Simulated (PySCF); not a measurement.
**The bond of GeP, level by level**

One job finds the state of GeP, follows it along the bond with each method and fits the curves.

Computed with PySCF 2.14.0. Level: Ge def2-SVP, P def2-SVP, no relativity.

### 1 Input

Settings of the job:

* atoms: Ge, P
* charge: 0
* basis: Ge def2-SVP, P def2-SVP
* Hamiltonian: no relativity
* basis functions: 50
* electrons treated: 47
* masses in u: 73.9212, 30.9738
* levels: PBE0, PBE, r²SCAN, M06, PW91, BLYP, HF, MP2, SCS-MP2, CCSD, CCSD(T)
* grid: 80 radial by 434 angular points
* occupations: held fixed by the projection of orbital angular momentum
* dissociation limit: Ge + P, each in its ground configuration
* starting distance in angstrom: 2.225
* values of 2S to try: 1, 3, 5

Launch:

```bash
$ OMP_NUM_THREADS=1 python dia.py task.json out
```

After the search, every level is run at each distance in turn; below they are sorted by level.

### 2 Search for the lowest state

Unrestricted PBE0 solutions at 2.225 Å, counted from the lowest. The search isn't exhaustive.

```csv
2Ms+1,unpaired,term,E (eV),⟨S²⟩,⟨Lz²⟩,μ (D)
2,π ↑,²Π,0.00,0.76,1.01,-1.34
2,σ ↑,²Σ⁺,0.48,0.77,0.00,-1.74
4,π ↑↑↑,⁴Π,1.73,3.76,1.00,0.18
4,"σ ↑, π ↑↑",not assigned,1.98,3.76,2.01,-0.71
2,π ↑↑↓,not assigned,2.13,1.76,3.02,0.19
2,"σ ↓, π ↑↑",not assigned,2.43,1.77,2.01,-0.64
4,"σ ↑, π ↑↑",not assigned,2.48,3.76,2.01,-0.97
2,"σ ↓, π ↑↑",not assigned,2.94,1.77,2.01,-0.92
2,π ↑,not assigned,3.50,0.75,3.01,0.29
6,"σ ↑, π ↑↑↑↑",⁶Σ⁺,3.52,8.75,0.00,1.31
4,"σ ↓, π ↑↑↑↑",not assigned,4.50,4.78,0.00,1.78
4,"σ ↑, π ↑↑",⁴Σ⁻,5.71,3.75,0.00,0.72
4,"σ ↑↑, π ↑",⁴Π,5.73,3.76,1.01,0.15
6,"σ ↑↑, π ↑↑↑",⁶Π,7.06,8.75,1.00,1.68
```

A term symbol stands only where ⟨S²⟩ and ⟨Lz²⟩ are near those of a pure state. A positive dipole means Ge(−)P(+).

Followed over a short scan are these candidates:

| 2Ms+1 | unpaired | R at minimum (Å) | energy at minimum (eV) |
| --- | --- | --- | --- |
| 2 | π ↑ | 2.15 | 0.00 |
| 2 | σ ↑ | 2.05 | 0.22 |
| 4 | π ↑↑↑ | not bracketed | ≤ 1.53 |
| 6 | σ ↑, π ↑↑↑↑ | not bracketed | ≤ 3.14 |

The search made 18 SCF attempts at the starting distance; with the short scans it took 22 s of wall time (1 thread of Arm Neoverse N1, shared host).

### 3 First curve: PBE0

State followed: ²Π (doublet), unpaired electrons π ↑. The scan is laid around 2.151 Å.

Log of the SCF at 2.151 Å:

```text
******** <class 'pyscf.dft.uks_symm.SymAdaptedUKS'> ********
method = SymAdaptedUKS
initial guess = minao
damping factor = 0
level_shift factor = 0
DIIS = <class 'pyscf.scf.diis.CDIIS'>
diis_start_cycle = 1
diis_space = 10
diis_damp = 0
SCF conv_tol = 1e-09
SCF conv_tol_grad = None
SCF max_cycles = 60
direct_scf = False
max_memory 909 MB (current use 295 MB)
number electrons alpha = 24  beta = 23
XC library pyscf.dft.libxc version 7.0.0
    S. Lehtola, C. Steigemann, M. J.T. Oliveira, and M. A.L. Marques.,  SoftwareX 7, 1–5 (2018)
XC functionals = PBE0
    C. Adamo and V. Barone.,  J. Chem. Phys. 110, 6158 (1999)
    M. Ernzerhof and G. E. Scuseria.,  J. Chem. Phys. 110, 5029 (1999)
small_rho_cutoff = 0
Overwritten attributes  get_k get_hcore get_jk get_occ get_j  of <class 'pyscf.dft.uks_symm.SymAdaptedUKS'>
<class 'pyscf.dft.uks_symm.SymAdaptedUKS'> does not have attributes  refdm
Set gradient conv threshold to 3.16228e-05
init E= -2417.55853662714
cycle= 1 E= -2417.53645487855  delta_E= 0.0221  |g|= 0.0199  |ddm|= 0.0731
cycle= 2 E= -2417.53596563147  delta_E= 0.000489  |g|= 0.0307  |ddm|= 0.078
cycle= 3 E= -2417.53678492097  delta_E= -0.000819  |g|= 0.00874  |ddm|= 0.057
cycle= 4 E= -2417.53684843234  delta_E= -6.35e-05  |g|= 0.00115  |ddm|= 0.0135
cycle= 5 E= -2417.53685039603  delta_E= -1.96e-06  |g|= 0.000601  |ddm|= 0.00217
cycle= 6 E= -2417.53685263376  delta_E= -2.24e-06  |g|= 0.000386  |ddm|= 0.00305
cycle= 7 E= -2417.536855122  delta_E= -2.49e-06  |g|= 0.000143  |ddm|= 0.00626
cycle= 8 E= -2417.53685538573  delta_E= -2.64e-07  |g|= 3.3e-05  |ddm|= 0.00244
cycle= 9 E= -2417.53685539329  delta_E= -7.56e-09  |g|= 9.27e-06  |ddm|= 0.00031
cycle= 10 E= -2417.53685539351  delta_E= -2.15e-10  |g|= 9.93e-07  |ddm|= 4.86e-05
Extra cycle  E= -2417.53685539351  delta_E= -5.46e-12  |g|= 6.9e-07  |ddm|= 3.12e-06
converged SCF energy = -2417.53685539351  <S^2> = 0.75740653  2S+1 = 2.0073929
```

Points of the scan, energies from the lowest:

```csv
R (Å),E (eV),μ (D),Mulliken charge of Ge (e),Mayer bond order,⟨S²⟩,HOMO (eV),LUMO (eV)
1.8499,1.3739,-0.26,0.03,2.27,0.75,-6.67,-5.19
1.9359,0.6108,-0.53,0.06,2.26,0.75,-6.74,-4.96
2.0219,0.1900,-0.78,0.09,2.25,0.75,-6.78,-4.74
2.0865,0.0409,-0.97,0.11,2.25,0.76,-6.69,-4.60
2.1510,0.0000,-1.15,0.12,2.25,0.76,-6.53,-4.47
2.2155,0.0420,-1.32,0.13,2.24,0.76,-6.37,-4.34
2.3016,0.1925,-1.52,0.14,2.21,0.79,-6.17,-4.20
2.4091,0.4711,-1.65,0.14,2.06,0.92,-5.95,-4.06
2.5382,0.8427,-1.68,0.14,1.76,1.18,-5.81,-3.93
2.7103,1.3209,-1.75,0.13,1.44,1.44,-5.73,-3.80
```

The fit gives Re = 2.147 Å, ωe = 502 cm⁻¹, ωexe = 1.87 cm⁻¹, αe = 0.000678 cm⁻¹, Be = 0.1675 cm⁻¹, De = 3.27 eV, μ = -1.14 D.

Orbitals nearest the gap at 2.151 Å:

```
spin  orbital  ε (eV)  filled                         made of
   β        π  -33.98     yes                      Ge d 100 %
   α        σ  -17.23     yes             P s 65 %, Ge s 25 %
   β        σ  -16.36     yes             P s 58 %, Ge s 31 %
   α        σ  -11.88     yes   Ge s 60 %, P s 28 %, P p 10 %
   β        σ  -11.46     yes   Ge s 55 %, P s 33 %, P p 10 %
   α        π   -7.65     yes             P p 71 %, Ge p 26 %
   α        σ   -6.97     yes  P p 46 %, Ge p 38 %, Ge s 11 %
   α        π   -6.83     yes             P p 66 %, Ge p 32 %
   β        σ   -6.79     yes  P p 46 %, Ge p 39 %, Ge s 10 %
   β        π   -6.53     yes             P p 60 %, Ge p 38 %
   β        π   -4.47      no             P p 51 %, Ge p 48 %
   α        π   -2.54      no             Ge p 73 %, P p 26 %
   α        π   -2.01      no             Ge p 68 %, P p 31 %
   β        π   -1.90      no             Ge p 61 %, P p 38 %
```

Polarisability there: 79.5 bohr³ along the bond, 38.4 across it. Without diffuse functions these come out too small, above all across the bond.

### 4 Orbitals, density and potential

The fields below are evaluated on a grid from the run's orbitals.

Frontier orbitals at PBE0 (alpha spin), with the share of their density that lies nearest to each atom:

```csv
orbital,energy (eV),lies on
HOMO-1,-6.97,Ge1 51 %; P2 49 %
HOMO,-6.83,P2 67 %; Ge1 33 %
LUMO,-2.54,Ge1 72 %; P2 28 %
```

ELF in a plane through or near 2 of the atoms.

Ten even steps from ' ' (0.00) to '@' (0.98):
```
                                                        
                              ............              
      ....::::::....      ....::::::::::::::..          
    ..::--==++++==--::....::::------========--::..      
  ..::====**##**++--::::::::----====++++++++==--::      
  ::==**##%%%%##++--::::--====++****########**====::    
..--**%%@@@@@@**==::::::--++********##%%@@%%##**++--..  
::++##@@@@@@%%==::::::..::++##**--::::++@@@@%%##**++::  
--**%%@@@@@@##::==****==..++%%==..--==..##@@@@%%##++--  
--**%%@@@@@@**::##++++**::++%%--****##--==@@@@%%##**--  
--**%%@@@@@@**::##++****::++%%--****##--==@@@@%%##**--  
--**%%@@@@@@##::==****==..++%%==..--==..##@@@@%%##++--  
::++##@@@@@@%%==::::::..::++##**--::::++@@@@%%##**==::  
..--**%%@@@@@@**==::::::--++********##%%@@%%##**++--..  
  ::==**##%%%%##++--::::--====++****########**====::    
  ..::====**##**++--::::::::----====++++++++==--::      
    ..::--==++++==--::....::::------========--::..      
      ....::::::....      ....::::::::::::::..          
                              ............              
                                                        
```
The map spans 7.4 Å across and 5.2 Å up, centred on the molecule. Atoms in the plane (x, y in Å): Ge1 (-1.1, 0.0), P2 (1.1, 0.0).

log10 of the density (e/Å³) in the same plane.

Ten even steps from ' ' (-4.0) to '@' (3.7):
```
          ..................................            
    ..........::::::::::::::::::::::::::........        
  ........::::::::::::::::::::::::::::::::::::......    
......::::::::----------------------------::::::::..    
....::::::::--------------------------------::::::....  
....::::::--------==------------========------::::::..  
..::::------================================----::::....
..::::----======++++++++============++======------::::..
::::::----====++********++==++++++****++======----::::..
::::------====++**@@@@##++++++++**##%%**++====----::::..
::::------====++**@@@@##++++++++**##%%**++====----::::..
::::::----====++********++==++++++****++======----::::..
..::::----======++++++++============++======------::::..
..::::------================================----::::....
....::::::--------==------------========------::::::..  
....::::::::--------------------------------::::::....  
......::::::::----------------------------::::::::..    
  ........::::::::::::::::::::::::::::::::::::......    
    ..........::::::::::::::::::::::::::........        
          ..................................            
```
The map spans 7.4 Å across and 5.2 Å up, centred on the molecule. Atoms in the plane (x, y in Å): Ge1 (-1.1, 0.0), P2 (1.1, 0.0).

On the surface of density 0.002 e/bohr³ the electrostatic potential runs, from the 1st to the 99th percentile, from -0.57 V near P2 to 1.71 V near Ge1.

The spin density lies nearest to P2 73 %; Ge1 27 %.

### 5 Higher solutions at PBE0

State 2: ²Σ⁺ (doublet), unpaired electrons σ ↑, an excited solution.

The SCF at the reference distance, 2.151 Å, printed:

```text
[... 13 set-up lines left out, the same as in an earlier log ...]
max_memory 909 MB (current use 345 MB)
[... 8 set-up lines left out, the same as in an earlier log ...]
init E= -2417.55165349542
cycle= 1 E= -2417.52353471258  delta_E= 0.0281  |g|= 0.0259  |ddm|= 0.073
cycle= 2 E= -2417.52051189562  delta_E= 0.00302  |g|= 0.0636  |ddm|= 0.112
cycle= 3 E= -2417.52402665041  delta_E= -0.00351  |g|= 0.0145  |ddm|= 0.0917
cycle= 4 E= -2417.52418782803  delta_E= -0.000161  |g|= 0.00133  |ddm|= 0.0179
cycle= 5 E= -2417.52419184919  delta_E= -4.02e-06  |g|= 0.000865  |ddm|= 0.00344
cycle= 6 E= -2417.52419623216  delta_E= -4.38e-06  |g|= 0.000596  |ddm|= 0.00395
cycle= 7 E= -2417.52420258864  delta_E= -6.36e-06  |g|= 0.000462  |ddm|= 0.00715
cycle= 8 E= -2417.5242106697  delta_E= -8.08e-06  |g|= 0.000194  |ddm|= 0.0155
cycle= 9 E= -2417.52421180668  delta_E= -1.14e-06  |g|= 3.58e-05  |ddm|= 0.00768
cycle= 10 E= -2417.52421181576  delta_E= -9.08e-09  |g|= 9.87e-06  |ddm|= 0.000612
cycle= 11 E= -2417.52421181595  delta_E= -1.95e-10  |g|= 1.56e-06  |ddm|= 4.73e-05
Extra cycle  E= -2417.52421181593  delta_E= 1.91e-11  |g|= 5.06e-06  |ddm|= 8.27e-06
converged SCF energy = -2417.52421181593  <S^2> = 0.7587869  2S+1 = 2.0087677
```

Re = 2.045 Å, ωe = 555 cm⁻¹, Be = 0.1846 cm⁻¹, μ = -1.51 D. Its minimum lies 0.22 eV above that of the lowest state.

State 3: ⁴Π (quartet), unpaired electrons π ↑↑↑, an excited solution.

The SCF at the reference distance, 2.151 Å, printed:

```text
[... 13 set-up lines left out, the same as in an earlier log ...]
max_memory 909 MB (current use 311 MB)
number electrons alpha = 25  beta = 22
[... 7 set-up lines left out, the same as in an earlier log ...]
init E= -2417.47498377996
cycle= 1 E= -2417.46158092581  delta_E= 0.0134  |g|= 0.0119  |ddm|= 0.0729
cycle= 2 E= -2417.46164485384  delta_E= -6.39e-05  |g|= 0.00963  |ddm|= 0.0431
cycle= 3 E= -2417.46171268812  delta_E= -6.78e-05  |g|= 0.00186  |ddm|= 0.0186
cycle= 4 E= -2417.46171428888  delta_E= -1.6e-06  |g|= 0.000387  |ddm|= 0.0029
cycle= 5 E= -2417.46171437038  delta_E= -8.15e-08  |g|= 0.000125  |ddm|= 0.000642
cycle= 6 E= -2417.46171438321  delta_E= -1.28e-08  |g|= 4.91e-05  |ddm|= 0.000284
cycle= 7 E= -2417.46171438606  delta_E= -2.85e-09  |g|= 6.12e-06  |ddm|= 0.00015
cycle= 8 E= -2417.46171438616  delta_E= -9.73e-11  |g|= 7.36e-07  |ddm|= 2.95e-05
Extra cycle  E= -2417.46171438616  delta_E= 4.55e-13  |g|= 4.25e-07  |ddm|= 2.87e-06
converged SCF energy = -2417.46171438616  <S^2> = 3.7598022  2S+1 = 4.0048981
```

Re = 2.435 Å, ωe = 327 cm⁻¹, ωexe = 1.07 cm⁻¹, αe = 0.000638 cm⁻¹, Be = 0.1302 cm⁻¹, μ = -0.48 D. Its minimum lies 1.54 eV above that of the lowest state.

State 4: ⁶Σ⁺ (sextet), unpaired electrons σ ↑, π ↑↑↑↑, an excited solution.

Output of the SCF at 2.151 Å:

```text
[... 14 set-up lines left out, the same as in an earlier log ...]
number electrons alpha = 26  beta = 21
[... 7 set-up lines left out, the same as in an earlier log ...]
init E= -2417.40528385537
cycle= 1 E= -2417.39333671618  delta_E= 0.0119  |g|= 0.00804  |ddm|= 0.072
cycle= 2 E= -2417.39339127038  delta_E= -5.46e-05  |g|= 0.00479  |ddm|= 0.0249
cycle= 3 E= -2417.39340974576  delta_E= -1.85e-05  |g|= 0.000887  |ddm|= 0.00844
cycle= 4 E= -2417.3934121731  delta_E= -2.43e-06  |g|= 0.000329  |ddm|= 0.00427
cycle= 5 E= -2417.39341269364  delta_E= -5.21e-07  |g|= 0.000238  |ddm|= 0.00272
cycle= 6 E= -2417.39341274686  delta_E= -5.32e-08  |g|= 4.71e-05  |ddm|= 0.000631
cycle= 7 E= -2417.39341274916  delta_E= -2.3e-09  |g|= 1.44e-05  |ddm|= 0.000173
cycle= 8 E= -2417.3934127493  delta_E= -1.42e-10  |g|= 4.63e-06  |ddm|= 3.27e-05
Extra cycle  E= -2417.39341274932  delta_E= -1.36e-11  |g|= 3.62e-06  |ddm|= 1.63e-05
converged SCF energy = -2417.39341274932  <S^2> = 8.7528799  2S+1 = 6.0009599
```

Re = 2.744 Å, ωe = 143.6 cm⁻¹, ωexe = 2.40 cm⁻¹, αe = 0.00175 cm⁻¹, Be = 0.1026 cm⁻¹, μ = 1.68 D. Its minimum lies 2.96 eV above that of the lowest state.

Energy (eV) from the lowest point of the lowest state:

```csv
R (Å),lowest,state 2,state 3,state 4
1.850,1.374,0.857,4.909,7.004
1.936,0.611,0.397,3.682,5.716
2.022,0.190,0.231,2.828,4.796
2.087,0.041,0.244,2.374,4.288
2.151,0.000,0.344,2.045,3.903
2.216,0.042,0.507,1.815,3.614
2.302,0.192,0.786,1.630,3.343
2.409,0.471,1.155,1.542,3.135
2.538,0.843,1.571,1.579,3.010
2.710,1.321,2.045,1.772,2.959
```

### 6 PBE (GGA)

Output of the SCF at 2.151 Å:

```text
[... 17 set-up lines left out, the same as in an earlier log ...]
XC functionals = PBE
    J. P. Perdew, K. Burke, and M. Ernzerhof.,  Phys. Rev. Lett. 77, 3865 (1996)
    J. P. Perdew, K. Burke, and M. Ernzerhof.,  Phys. Rev. Lett. 78, 1396 (1997)
    J. P. Perdew, K. Burke, and M. Ernzerhof.,  Phys. Rev. Lett. 77, 3865 (1996)
    J. P. Perdew, K. Burke, and M. Ernzerhof.,  Phys. Rev. Lett. 78, 1396 (1997)
[... 2 set-up lines left out, the same as in an earlier log ...]
init E= -2417.46002451993
cycle= 1 E= -2417.46094404093  delta_E= -0.00092  |g|= 0.0579  |ddm|= 0.105
cycle= 2 E= -2417.45676160037  delta_E= 0.00418  |g|= 0.0838  |ddm|= 0.137
cycle= 3 E= -2417.45770293556  delta_E= -0.000941  |g|= 0.0686  |ddm|= 0.197
cycle= 4 E= -2417.4618355019  delta_E= -0.00413  |g|= 0.00101  |ddm|= 0.0946
cycle= 5 E= -2417.46183643244  delta_E= -9.31e-07  |g|= 0.000569  |ddm|= 0.00342
cycle= 6 E= -2417.46183689366  delta_E= -4.61e-07  |g|= 0.000151  |ddm|= 0.00133
cycle= 7 E= -2417.46183700535  delta_E= -1.12e-07  |g|= 9e-05  |ddm|= 0.000969
cycle= 8 E= -2417.46183703383  delta_E= -2.85e-08  |g|= 1.37e-05  |ddm|= 0.000655
cycle= 9 E= -2417.46183703405  delta_E= -2.25e-10  |g|= 9.85e-07  |ddm|= 3.59e-05
Extra cycle  E= -2417.46183703405  delta_E= 5e-12  |g|= 2.68e-06  |ddm|= 5.07e-06
converged SCF energy = -2417.46183703405  <S^2> = 0.7539222  2S+1 = 2.0039184
```

Re = 2.177 Å, ωe = 470 cm⁻¹, ωexe = 1.37 cm⁻¹, αe = 0.000676 cm⁻¹, Be = 0.1629 cm⁻¹, De = 3.62 eV, μ = -1.01 D.

### 7 r²SCAN

The SCF at the reference distance, 2.151 Å, printed:

```text
[... 13 set-up lines left out, the same as in an earlier log ...]
max_memory 909 MB (current use 382 MB)
[... 3 set-up lines left out, the same as in an earlier log ...]
XC functionals = R2SCAN
    J. W. Furness, A. D. Kaplan, J. Ning, J. P. Perdew, and J. Sun.,  J. Phys. Chem. Lett. 11, 8208-8215 (2020)
    J. W. Furness, A. D. Kaplan, J. Ning, J. P. Perdew, and J. Sun.,  J. Phys. Chem. Lett. 11, 9248-9248 (2020)
    J. W. Furness, A. D. Kaplan, J. Ning, J. P. Perdew, and J. Sun.,  J. Phys. Chem. Lett. 11, 8208-8215 (2020)
    J. W. Furness, A. D. Kaplan, J. Ning, J. P. Perdew, and J. Sun.,  J. Phys. Chem. Lett. 11, 9248-9248 (2020)
[... 2 set-up lines left out, the same as in an earlier log ...]
init E= -2417.89567067817
cycle= 1 E= -2417.89585865782  delta_E= -0.000188  |g|= 0.0273  |ddm|= 0.0862
cycle= 2 E= -2417.88897058522  delta_E= 0.00689  |g|= 0.0863  |ddm|= 0.173
cycle= 3 E= -2417.89657742709  delta_E= -0.00761  |g|= 0.00884  |ddm|= 0.133
cycle= 4 E= -2417.89659351659  delta_E= -1.61e-05  |g|= 0.000311  |ddm|= 0.00516
cycle= 5 E= -2417.89659358847  delta_E= -7.19e-08  |g|= 0.000168  |ddm|= 0.000729
cycle= 6 E= -2417.89659362265  delta_E= -3.42e-08  |g|= 6.41e-05  |ddm|= 0.000333
cycle= 7 E= -2417.89659363436  delta_E= -1.17e-08  |g|= 2.76e-05  |ddm|= 0.000234
cycle= 8 E= -2417.89659364177  delta_E= -7.41e-09  |g|= 1.22e-05  |ddm|= 0.000287
cycle= 9 E= -2417.89659364366  delta_E= -1.89e-09  |g|= 2.23e-06  |ddm|= 0.000213
cycle= 10 E= -2417.89659364368  delta_E= -2.55e-11  |g|= 5.02e-07  |ddm|= 2.46e-05
Extra cycle  E= -2417.89659364368  delta_E= 1.36e-12  |g|= 1.38e-06  |ddm|= 2.99e-06
converged SCF energy = -2417.89659364368  <S^2> = 0.75954283  2S+1 = 2.0095202
```

Re = 2.154 Å, ωe = 492 cm⁻¹, ωexe = 1.74 cm⁻¹, αe = 0.000697 cm⁻¹, Be = 0.1665 cm⁻¹, De = 3.34 eV, μ = -1.04 D. 18 s of CPU time for 12 points, integrals apart.

### 8 M06 (hybrid meta-GGA)

The SCF at the reference distance, 2.151 Å, printed:

```text
[... 13 set-up lines left out, the same as in an earlier log ...]
max_memory 909 MB (current use 383 MB)
[... 3 set-up lines left out, the same as in an earlier log ...]
XC functionals = M06
    Y. Zhao and D. G. Truhlar.,  Theor. Chem. Acc. 120, 215 (2008)
    Y. Zhao and D. G. Truhlar.,  Theor. Chem. Acc. 120, 215 (2008)
[... 2 set-up lines left out, the same as in an earlier log ...]
init E= -2417.86494137653
cycle= 1 E= -2417.8660987721  delta_E= -0.00116  |g|= 0.0302  |ddm|= 0.135
cycle= 2 E= -2417.86457062165  delta_E= 0.00153  |g|= 0.0529  |ddm|=  0.1
cycle= 3 E= -2417.86640324456  delta_E= -0.00183  |g|= 0.0107  |ddm|= 0.0851
cycle= 4 E= -2417.86651466037  delta_E= -0.000111  |g|= 0.000773  |ddm|= 0.018
cycle= 5 E= -2417.8665151102  delta_E= -4.5e-07  |g|= 0.000304  |ddm|= 0.00188
cycle= 6 E= -2417.86651517282  delta_E= -6.26e-08  |g|= 4.97e-05  |ddm|= 0.000522
cycle= 7 E= -2417.86651517741  delta_E= -4.59e-09  |g|= 1.69e-05  |ddm|= 0.000143
cycle= 8 E= -2417.86651517865  delta_E= -1.25e-09  |g|= 6.88e-06  |ddm|= 8.5e-05
cycle= 9 E= -2417.86651517896  delta_E= -3.05e-10  |g|= 1.93e-06  |ddm|= 5.07e-05
Extra cycle  E= -2417.86651517898  delta_E= -1.86e-11  |g|= 1.77e-06  |ddm|= 9.93e-06
converged SCF energy = -2417.86651517898  <S^2> = 0.75690033  2S+1 = 2.0068885
```

Re = 2.158 Å, ωe = 489 cm⁻¹, ωexe = 1.34 cm⁻¹, αe = 0.000652 cm⁻¹, Be = 0.1658 cm⁻¹, De = 3.61 eV, μ = -1.28 D. 20 s of CPU time for 12 points, integrals apart.

(Part 1 of 2 ends here.)
